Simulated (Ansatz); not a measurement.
# Ba2SrN2: the cost of one run

Computed with Ansatz 0.2.0 (DFT PBE, scalar-relativistic, plane waves, PAW, unless a step's input says otherwise).

4 further runs of the same task are left out: 4 set aside as unsound or not needed.

### 1 The structure to begin with

It takes space group P-3m1 (No. 164, trigonal). Conventional cell: a = 3.931 Å, b = 3.931 Å, c = 10.561 Å, α = 90.00°, β = 90.00°, γ = 120.00°. Ba (site symmetry 3m) has 3 N at 2.62 Å as nearest neighbours. Sr (site symmetry -3m) is surrounded by 6 N at 2.83 Å. Around N (site symmetry 3m) lie 3 Ba at 2.62 Å and 3 Sr at 2.83 Å.

Coordinates:

```cif
data_structure
_symmetry_space_group_name_H-M 'P 1'
_symmetry_Int_Tables_number 1
_cell_length_a 3.9306
_cell_length_b 3.9306
_cell_length_c 10.5607
_cell_angle_alpha 90.000
_cell_angle_beta 90.000
_cell_angle_gamma 120.000
_cell_volume 141.30
loop_
_atom_site_label
_atom_site_type_symbol
_atom_site_fract_x
_atom_site_fract_y
_atom_site_fract_z
_atom_site_occupancy
Ba1 Ba 0.66667 0.33333 0.21548 1
Ba2 Ba 0.33333 0.66667 0.78452 1
Sr1 Sr 0.00000 0.00000 0.50000 1
N1 N 0.66667 0.33333 0.66074 1
N2 N 0.33333 0.66667 0.33926 1
```

This is candidate A: structure listed in a database for this formula (P-3m1, No. 164).

(A quick probe on a coarse mesh, which set the mesh and smearing, is not shown.)

### 3 The relaxation (candidate A)

input.yaml reads:

```yaml
crystal:
  lattice:
    - [3.9305736137, 0.0, 0.0]
    - [-1.9652868068, 3.4039766009, 0.0]
    - [0.0, 0.0, 10.5606640099]
  atoms:
    - { symbol: Ba, position: [0.66666667, 0.33333333, 0.215478] }
    - { symbol: Ba, position: [0.33333333, 0.66666667, 0.784522] }
    - { symbol: Sr, position: [0.0, 0.0, 0.5] }
    - { symbol: "N", position: [0.66666667, 0.33333333, 0.660744] }
    - { symbol: "N", position: [0.33333333, 0.66666667, 0.339256] }
basis:
  ecutwfc: 420
kpoints:
  mp_grid: { grid: [12, 12, 4] }
hamiltonian:
  xc: pbe
scf:
  occupations: { method: gaussian, width: 0.1 }
output:
  forces: true
  stress: true
  eigenvalues: true
  write_density: true
  write_potential: true
  elf: true
  volumetric_format: npy
relax:
  adjacent_minimum: "off"
  f_tol: 0.01
  max_steps: 80
  cell: { stress_tol: 0.05 }
```

Command:

```bash
$ ansatz run input.yaml --threads 1 --pin off --max-ram 2560MiB --backend cpu --events-out ev --progress --plain --runs-dir out
```

What time and memory should one allow on 1 thread of Arm Neoverse V2, shared host?

About 85 s, with a peak of 0.53 GiB.
